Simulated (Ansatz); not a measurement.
# CH₄Ge (singlet): density functionals in cc-pVTZ

Aim: run CH₄Ge (singlet) with a set of functionals in one basis and compare levels, spin and time.

Computed with Ansatz 0.2.0, Gaussian basis. Level: cc-pVTZ, all electrons in the functionals, frozen cores in the correlation of double hybrids and RPA.

Plan: PBE, r2SCAN, PBE0, B3LYP, wB97X-V, wB97M-V, B2PLYP, RKS PBE0, RPA-PBE.

## (1) What is computed

The geometry is a PBE0/def2-TZVP stationary point (not a proven minimum). No spin-orbit coupling is included. The filled d shell of Ge may be among the frozen orbitals whatever the setting's name suggests; the logs give the count.

6 atoms, charge 0, spin multiplicity 1.

Atoms are counted from 1 here; the program's logs count them from 0.

Bond lengths: Ge1–C2 1.769 Å, Ge1–H3 1.526 Å, Ge1–H4 1.526 Å, C2–H5 1.082 Å, C2–H6 1.082 Å. Angles: C2–Ge1–H3 122.6°, C2–Ge1–H4 122.6°, H3–Ge1–H4 114.7°, Ge1–C2–H5 121.4°, Ge1–C2–H6 121.4°, H5–C2–H6 117.1°.

No dispersion term is added; wB97X-V, wB97M-V hold VV10 nonlocal correlation. B3LYP takes the VWN-RPA correlation.

## (2) PBE (unrestricted)

Input file in.yaml:

```yaml
crystal:
  periodic: [false, false, false]
  atoms:
    - {symbol: Ge, position_ang: [0.000000, 0.000000, 0.273860]}
    - {symbol: C, position_ang: [0.000000, 0.000000, -1.494741]}
    - {symbol: H, position_ang: [0.000000, 1.285282, 1.096845]}
    - {symbol: H, position_ang: [0.000000, -1.285282, 1.096845]}
    - {symbol: H, position_ang: [0.000000, 0.923283, -2.059354]}
    - {symbol: H, position_ang: [0.000000, -0.923283, -2.059354]}
basis:
  gaussian: {orbitals: cc-pVTZ}
magnetization: {spin_polarized: true, initial_magnetization: 0}
hamiltonian: {xc: {name: PBE}}
output: {orbitals: {seedname: orbitals}}
```

Run with:

```
ansatz run in.yaml --threads 2 --pin off --events-out ev --progress --plain --max-ram 16896MiB --backend cuda --devices 0, --max-vram 18GiB
```

The program printed:

```text
Functional definition: PBE
  name "PBE"
  cite "Perdew, Burke & Ernzerhof, Phys. Rev. Lett. 77, 3865 (1996) doi:10.1103/PhysRevLett.77.3865"
  parent pbe
  parameter kappa = 0.804
  parameter beta = 0.06672455060314922
  exchange = pbe_x(kappa = kappa, mu = beta*pi^2/3)
  correlation = pbe_c(beta = beta)
761 factors; their error is unknown
mean field evaluation 1: about -57596.2407 eV, gradient 5.3e1 eV
mean field evaluation 2: about -57551.1062 eV, gradient 8.6e1 eV
mean field evaluation 4: about -57609.1795 eV, gradient 9.0e0 eV
mean field evaluation 8: about -57609.8798 eV, gradient 2.3e-1 eV
mean field evaluation 16: about -57609.8720 eV, gradient 2.6e-5 eV
mean field -57609.87203280 eV, -2117.1237478316 hartree, gradient 2.6e-5 eV, S^2 0.000000; 0 other end points of the search recorded, 0 dependent functions left out
reference -57609.87206621 eV, -2117.1237490596 hartree; 21, 21 occupied and 108, 108 virtual orbitals, 761 factors
Total energy: -57609.87206621 eV, -2117.1237490596 hartree
```

Wall time 2.5 s (1 × H100 (card shared with other runs) with 2 threads of AMD EPYC 7R13, shared host); peak host memory 0.79 GiB.

From the report: ⟨S²⟩ of the determinant 0.000 (pure singlet: 0.00).

## (3) r2SCAN (unrestricted)

Changes to in.yaml since step 2:

```diff
@@ -12,3 +12,2 @@
 magnetization: {spin_polarized: true, initial_magnetization: 0}
-hamiltonian: {xc: {name: PBE}}
-output: {orbitals: {seedname: orbitals}}
+hamiltonian: {xc: {name: r2SCAN}}
```

Launched as before.

The program printed:

```text
Functional definition: r2SCAN
  name "r2SCAN"
  cite "Furness, Kaplan, Ning, Perdew & Sun, J. Phys. Chem. Lett. 11, 8208 (2020) doi:10.1021/acs.jpclett.0c02405"
  cite "Furness, Kaplan, Ning, Perdew & Sun, J. Phys. Chem. Lett. 11, 9248 (2020) doi:10.1021/acs.jpclett.0c03077"
  parent r2scan
  parameter k0 = 0.174
  parameter k1 = 0.065
  parameter a1 = 4.9479
  exchange = r2scan_x(k0 = k0, k1 = k1, a1 = a1)
  correlation = r2scan_c
761 factors; their error is unknown
mean field evaluation 1: about -57608.1509 eV, gradient 4.7e1 eV
mean field evaluation 2: about -57576.1182 eV, gradient 7.5e1 eV
mean field evaluation 4: about -57618.8667 eV, gradient 5.5e0 eV
mean field evaluation 8: about -57619.1134 eV, gradient 1.9e-1 eV
mean field evaluation 16: about -57619.1054 eV, gradient 6.0e-5 eV
mean field -57619.10541324 eV, -2117.4630683042 hartree, gradient 1.9e-6 eV, S^2 0.000000; 1 other end points of the search recorded, 0 dependent functions left out
reference -57619.10542587 eV, -2117.4630687683 hartree; 21, 21 occupied and 108, 108 virtual orbitals, 761 factors
Total energy: -57619.10542587 eV, -2117.4630687683 hartree
```

It took 4.8 s on 1 × H100 (card shared with other runs) with 2 threads of AMD EPYC 7R13, shared host; peak host memory 0.84 GiB.

From the report: ⟨S²⟩ of the determinant 0.000 (pure singlet: 0.00).

## (4) PBE0 (unrestricted)

Changes to in.yaml since step 3:

```diff
@@ -12,2 +12,3 @@
 magnetization: {spin_polarized: true, initial_magnetization: 0}
-hamiltonian: {xc: {name: r2SCAN}}
+hamiltonian: {xc: {name: PBE0}}
+output: {orbitals: {seedname: orbitals}}
```

Same command.

The program printed:

```text
Functional definition: PBE0
  name "PBE0"
  cite "Adamo & Barone, J. Chem. Phys. 110, 6158 (1999) doi:10.1063/1.478522"
  cite "Perdew, Burke & Ernzerhof, Phys. Rev. Lett. 77, 3865 (1996) doi:10.1103/PhysRevLett.77.3865"
  parent pbe
  parameter a = 0.25
  parameter kappa = 0.804
  parameter beta = 0.06672455060314922
  exchange = (1 - a)*pbe_x(kappa = kappa, mu = beta*pi^2/3) + a*exact_x
  correlation = pbe_c(beta = beta)
827 factors; their error is unknown
mean field evaluation 1: about -57602.6054 eV, gradient 4.2e1 eV
mean field evaluation 2: about -57582.7228 eV, gradient 6.3e1 eV
mean field evaluation 4: about -57611.2527 eV, gradient 2.1e0 eV
mean field evaluation 8: about -57611.2846 eV, gradient 1.0e-1 eV
mean field evaluation 16: about -57611.4880 eV, gradient 3.5e-5 eV
mean field -57611.48803836 eV, -2117.1831349407 hartree, gradient 3.5e-5 eV, S^2 0.000000; 1 other end points of the search recorded, 0 dependent functions left out
reference -57611.48806319 eV, -2117.1831358532 hartree; 21, 21 occupied and 108, 108 virtual orbitals, 827 factors
Total energy: -57611.48806319 eV, -2117.1831358532 hartree
```

Run time: 2.9 s. Hardware: 1 × H100 (card shared with other runs) with 2 threads of AMD EPYC 7R13, shared host; peak host memory 0.82 GiB.

From the report: ⟨S²⟩ of the determinant 0.000 (pure singlet: 0.00).

## (5) B3LYP (unrestricted)

Changes to in.yaml since step 4:

```diff
@@ -12,3 +12,2 @@
 magnetization: {spin_polarized: true, initial_magnetization: 0}
-hamiltonian: {xc: {name: PBE0}}
-output: {orbitals: {seedname: orbitals}}
+hamiltonian: {xc: {name: B3LYP}}
```

The command is unchanged.

The program printed, cut to the lines that bear on the results:

```text
Functional definition: B3LYP
  name "B3LYP"
  cite "Stephens, Devlin, Chabalowski & Frisch, J. Phys. Chem. 98, 11623 (1994) doi:10.1021/j100096a001"
  cite "Becke, Phys. Rev. A 38, 3098 (1988) doi:10.1103/PhysRevA.38.3098"
  cite "Lee, Yang & Parr, Phys. Rev. B 37, 785 (1988) doi:10.1103/PhysRevB.37.785"
  cite "Vosko, Wilk & Nusair, Can. J. Phys. 58, 1200 (1980) doi:10.1139/p80-159"
[...]
818 factors; their error is unknown
[...]
mean field -57621.55815283 eV, -2117.5532048217 hartree, gradient 2.1e-5 eV, S^2 0.000000; 1 other end points of the search recorded, 0 dependent functions left out
reference -57621.55836666 eV, -2117.5532126799 hartree; 21, 21 occupied and 108, 108 virtual orbitals, 818 factors
Total energy: -57621.55836666 eV, -2117.5532126799 hartree
```

Wall time 3 s (1 × H100 (card shared with other runs) with 2 threads of AMD EPYC 7R13, shared host); peak host memory 0.83 GiB.

From the report: ⟨S²⟩ of the determinant 0.000 (pure singlet: 0.00).

## (6) wB97X-V (unrestricted)

Changes to in.yaml since step 5:

```diff
@@ -12,2 +12,2 @@
 magnetization: {spin_polarized: true, initial_magnetization: 0}
-hamiltonian: {xc: {name: B3LYP}}
+hamiltonian: {xc: {name: wB97X-V}}
```

The command is unchanged.

The program printed, cut to the lines that bear on the results:

```text
Functional definition: wB97X-V
  name "wB97X-V"
  cite "Mardirossian & Head-Gordon, Phys. Chem. Chem. Phys. 16, 9904 (2014) doi:10.1039/C3CP54374A"
  cite "Becke, J. Chem. Phys. 107, 8554 (1997) doi:10.1063/1.475007"
  cite "Vydrov & Van Voorhis, J. Chem. Phys. 133, 244103 (2010) doi:10.1063/1.3521275"
[...]
      + integral(e_c_pw_opposite_spin*poly(b97_u_opposite, cos0, cos1)) + vv10(b, c)
811 factors; their error is unknown
194 factors; integrals over basis functions are off by at most 9.2e-6 eV
[...]
mean field -57614.44715760 eV, -2117.2918805670 hartree, gradient 6.1e-5 eV, S^2 0.000000; 1 other end points of the search recorded, 0 dependent functions left out
reference -57614.44715585 eV, -2117.2918805024 hartree; 21, 21 occupied and 108, 108 virtual orbitals, 811 factors
Total energy: -57614.44715585 eV, -2117.2918805024 hartree
```

Wall time 6.5 s (1 × H100 (card shared with other runs) with 2 threads of AMD EPYC 7R13, shared host); peak host memory 0.88 GiB.

From the report: ⟨S²⟩ of the determinant 0.000 (pure singlet: 0.00).

## (7) wB97M-V (unrestricted)

Changes to in.yaml since step 6:

```diff
@@ -12,2 +12,3 @@
 magnetization: {spin_polarized: true, initial_magnetization: 0}
-hamiltonian: {xc: {name: wB97X-V}}
+hamiltonian: {xc: {name: wB97M-V}}
+output: {orbitals: {seedname: orbitals}}
```

The command is unchanged.

The program printed, cut to the lines that bear on the results:

```text
Functional definition: wB97M-V
  name "wB97M-V"
  cite "Mardirossian & Head-Gordon, J. Chem. Phys. 144, 214110 (2016) doi:10.1063/1.4952647"
  cite "Becke, J. Chem. Phys. 107, 8554 (1997) doi:10.1063/1.475007"
  cite "Vydrov & Van Voorhis, J. Chem. Phys. 133, 244103 (2010) doi:10.1063/1.3521275"
  # Of w^i u^j: cxij and so on, Table III.
[...]
  gx(w, u) = 1 - cx + cx01*u + cx10*w
  gss(w, u) = css00 + css04*u^4 + css10*w + css20*w^2 + css43*w^4*u^3
  gos(w, u) = cos00 + cos10*w + (cos20 + cos21*u)*w^2 + (cos60 + cos61*u)*w^6
[...]
      + integral(e_c_pw_mod_opposite_spin*gos(b97_w_opposite, b97_u_opposite)) + vv10(b, c)
811 factors; their error is unknown
194 factors; integrals over basis functions are off by at most 9.2e-6 eV
[...]
mean field -57616.02416844 eV, -2117.3498346463 hartree, gradient 1.8e-5 eV, S^2 0.000000; 1 other end points of the search recorded, 0 dependent functions left out
reference -57616.02421097 eV, -2117.3498362094 hartree; 21, 21 occupied and 108, 108 virtual orbitals, 811 factors
Total energy: -57616.02421097 eV, -2117.3498362094 hartree
```

Wall time 5.5 s (1 × H100 (card shared with other runs) with 2 threads of AMD EPYC 7R13, shared host); peak host memory 0.9 GiB.

From the report: ⟨S²⟩ of the determinant 0.000 (pure singlet: 0.00).

## (8) B2PLYP (unrestricted)

Changes to in.yaml since step 7:

```diff
@@ -12,3 +12,3 @@
 magnetization: {spin_polarized: true, initial_magnetization: 0}
-hamiltonian: {xc: {name: wB97M-V}}
-output: {orbitals: {seedname: orbitals}}
+hamiltonian: {xc: {name: B2PLYP}}
+correlation: {electrons: outside_noble_gas}
```

The command is unchanged.

The program printed, cut to the lines that bear on the results:

```text
Functional definition: B2PLYP
  name "B2PLYP"
  cite "Grimme, J. Chem. Phys. 124, 034108 (2006) doi:10.1063/1.2148954"
  cite "Becke, Phys. Rev. A 38, 3098 (1988) doi:10.1103/PhysRevA.38.3098"
  cite "Lee, Yang & Parr, Phys. Rev. B 37, 785 (1988) doi:10.1103/PhysRevB.37.785"
[...]
752 factors; integrals over basis functions are off by at most 1.1e-3 eV
[...]
mean field -57605.07742602 eV, -2116.9475492822 hartree, gradient 1.0e-6 eV, S^2 0.000000; 2 other end points of the search recorded, 0 dependent functions left out
15 core orbitals not correlated: weight in the atoms' cores, before any rotation towards them, 0.998 or more for the frozen orbitals, at most 0.001 for the correlated occupied ones
reference -57605.07756078 eV, -2116.9475542348 hartree; 6, 6 occupied and 108, 108 virtual orbitals, 752 factors
second order -9.92672135 eV of doubles, -0.00000000 eV of singles
Total energy: -57607.75777555 eV, -2117.0460503107 hartree
```

Run time: 3.5 s. Hardware: 1 × H100 (card shared with other runs) with 2 threads of AMD EPYC 7R13, shared host; peak host memory 0.84 GiB.

From the report: ⟨S²⟩ of the determinant 0.000 (pure singlet: 0.00).

## (9) PBE0 (restricted)

Changes to in.yaml since step 8:

```diff
@@ -11,4 +11,2 @@
   gaussian: {orbitals: cc-pVTZ}
-magnetization: {spin_polarized: true, initial_magnetization: 0}
-hamiltonian: {xc: {name: B2PLYP}}
-correlation: {electrons: outside_noble_gas}
+hamiltonian: {xc: {name: PBE0}}
```

The command is unchanged.

The program printed:

```text
Functional definition: PBE0
  name "PBE0"
  cite "Adamo & Barone, J. Chem. Phys. 110, 6158 (1999) doi:10.1063/1.478522"
  cite "Perdew, Burke & Ernzerhof, Phys. Rev. Lett. 77, 3865 (1996) doi:10.1103/PhysRevLett.77.3865"
  parent pbe
  parameter a = 0.25
  parameter kappa = 0.804
  parameter beta = 0.06672455060314922
  exchange = (1 - a)*pbe_x(kappa = kappa, mu = beta*pi^2/3) + a*exact_x
  correlation = pbe_c(beta = beta)
827 factors; their error is unknown
mean field evaluation 1: about -57602.6054 eV, gradient 5.9e1 eV
mean field evaluation 2: about -57582.7228 eV, gradient 8.9e1 eV
mean field evaluation 4: about -57611.2527 eV, gradient 3.0e0 eV
mean field evaluation 8: about -57611.2846 eV, gradient 1.5e-1 eV
mean field evaluation 16: about -57611.4880 eV, gradient 3.1e-6 eV
mean field -57611.48803847 eV, -2117.1831349445 hartree, gradient 3.1e-6 eV, S^2 0.000000; 0 other end points of the search recorded, 0 dependent functions left out
reference -57611.48806329 eV, -2117.1831358569 hartree; 21, 21 occupied and 108, 108 virtual orbitals, 827 factors
Total energy: -57611.48806329 eV, -2117.1831358569 hartree
```

It took 2.8 s on 1 × H100 (card shared with other runs) with 2 threads of AMD EPYC 7R13, shared host; peak host memory 0.82 GiB.

## (10) RPA-PBE

Changes to in.yaml since step 9:

```diff
@@ -11,2 +11,4 @@
   gaussian: {orbitals: cc-pVTZ}
-hamiltonian: {xc: {name: PBE0}}
+magnetization: {spin_polarized: true, initial_magnetization: 0}
+hamiltonian: {xc: {name: PBE}}
+correlation: {method: rpa, electrons: outside_noble_gas}
```

Same command.

The program printed, cut to the lines that bear on the results:

```text
Functional definition: PBE
  name "PBE"
  cite "Perdew, Burke & Ernzerhof, Phys. Rev. Lett. 77, 3865 (1996) doi:10.1103/PhysRevLett.77.3865"
  parent pbe
[...]
752 factors; integrals over basis functions are off by at most 1.1e-3 eV
[...]
mean field -57609.87202003 eV, -2117.1237473624 hartree, gradient 9.5e-6 eV, S^2 0.000000; 0 other end points of the search recorded, 0 dependent functions left out
15 core orbitals not correlated: weight in the atoms' cores, before any rotation towards them, 0.997 or more for the frozen orbitals, at most 0.002 for the correlated occupied ones
reference -57565.89306414 eV, -2115.5075505435 hartree; 6, 6 occupied and 108, 108 virtual orbitals, 752 factors
Total energy: -57580.30638783 eV, -2116.0372304191 hartree
```

Run time: 2.9 s. Hardware: 1 × H100 (card shared with other runs) with 2 threads of AMD EPYC 7R13, shared host; peak host memory 0.92 GiB.

From the report: ⟨S²⟩ of the determinant 0.000 (pure singlet: 0.00).

## (11) Side by side

```tsv
functional	energy (eV)	⟨S²⟩	time
PBE	-57609.8721	0.000	2.5 s
r2SCAN	-57619.1054	0.000	4.8 s
PBE0	-57611.4881	0.000	2.9 s
B3LYP	-57621.5584	0.000	3 s
wB97X-V	-57614.4472	0.000	6.5 s
wB97M-V	-57616.0242	0.000	5.5 s
B2PLYP	-57607.7578	0.000	3.5 s
RKS PBE0	-57611.4881	0.000	2.8 s
RPA-PBE	-57580.3064	0.000	2.9 s
```

Orbital levels of the runs that wrote orbitals: PBE HOMO -5.55, LUMO -2.05 eV; PBE0 HOMO -6.47, LUMO -1.23 eV; wB97M-V HOMO -8.54, LUMO 0.68 eV.

## (12) Results

```
                quantity                     value
spread of total energies                   41.3 eV
       quickest, slowest  PBE 2.5 s, wB97X-V 6.5 s
```

What this shows: Total energies of different functionals can't be ranked; only differences within one functional count.
